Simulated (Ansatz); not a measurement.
**CH₅PZn: basis-set convergence**

Aim: see how fast density functionals converge with the basis set for CH₅PZn.

Computed with Ansatz 0.2.0, Gaussian basis. Level: one geometry, several basis sets.

Plan: PBE0-D4/def2-SVP; ωB97M-V/def2-SVP; PBE0-D4/def2-QZVPP; ωB97M-V/def2-QZVPP; the functionals' def2-TZVPP values are taken from earlier runs.

## (1) The relaxed structure

All runs share one geometry, relaxed beforehand with PBE0-D4 in a triple-zeta def2 set.

SMILES `[CH3][Zn][PH2]`, 8 atoms, charge 0, spin multiplicity 1.

Atoms are counted from 1 here; the program's logs count them from 0.

Bond lengths: C1–Zn2 1.946 Å, C1–H4 1.093 Å, C1–H5 1.093 Å, C1–H6 1.093 Å, Zn2–P3 2.287 Å, P3–H7 1.424 Å, P3–H8 1.424 Å. Angles: Zn2–C1–H4 110.7°, Zn2–C1–H5 110.8°, Zn2–C1–H6 110.9°, H4–C1–H5 108.1°, H4–C1–H6 108.1°, H5–C1–H6 108.2°, C1–Zn2–P3 178.4°, Zn2–P3–H7 91.9°, Zn2–P3–H8 91.9°, H7–P3–H8 92.8°.

## (2) PBE0-D4 in def2-SVP

Contents of in.yaml:

```yaml
crystal:
  periodic: [false, false, false]
  atoms:
    - {symbol: C, position_ang: [-0.967988, 1.279894, -0.613940]}
    - {symbol: Zn, position_ang: [0.057559, -0.092606, 0.309586]}
    - {symbol: P, position_ang: [1.241280, -1.683119, 1.449986]}
    - {symbol: H, position_ang: [-1.982356, 0.930261, -0.821607]}
    - {symbol: H, position_ang: [-0.497503, 1.540857, -1.564919]}
    - {symbol: H, position_ang: [-1.038527, 2.186539, -0.008067]}
    - {symbol: H, position_ang: [2.406355, -1.446565, 0.665821]}
    - {symbol: H, position_ang: [0.781190, -2.715261, 0.583141]}
basis:
  gaussian: {orbitals: def2-SVP}
hamiltonian: {xc: pbe0, dispersion: d4}
output: {orbitals: {seedname: orbitals}}
```

Run with:

```bash
$ ansatz run in.yaml --threads 2 --pin off --events-out ev --progress --plain --max-ram 4352MiB
```

After this run come: ωB97M-V in def2-SVP; PBE0-D4 in def2-QZVPP; ωB97M-V in def2-QZVPP.

Before running them: what should the planned runs give, taken together? Wanted: PBE0-D4: double and triple zeta above quadruple; ωB97M-V: double and triple zeta above quadruple.

**Answer**, as computed:

| quantity | value |
| --- | --- |
| PBE0-D4: double and triple zeta above quadruple | 13.03, 1.54 eV |
| ωB97M-V: double and triple zeta above quadruple | 13.06, 1.49 eV |

**Reading.** PBE0-D4 gains 11.48 eV from double to triple zeta, then 1.54 eV more. Total energies overstate the basis error of differences, where much of it tends to cancel. The LUMO of ωB97M-V is positive and keeps falling with the basis (1.43 to 0.62 eV): an unbound level that the basis holds in place.
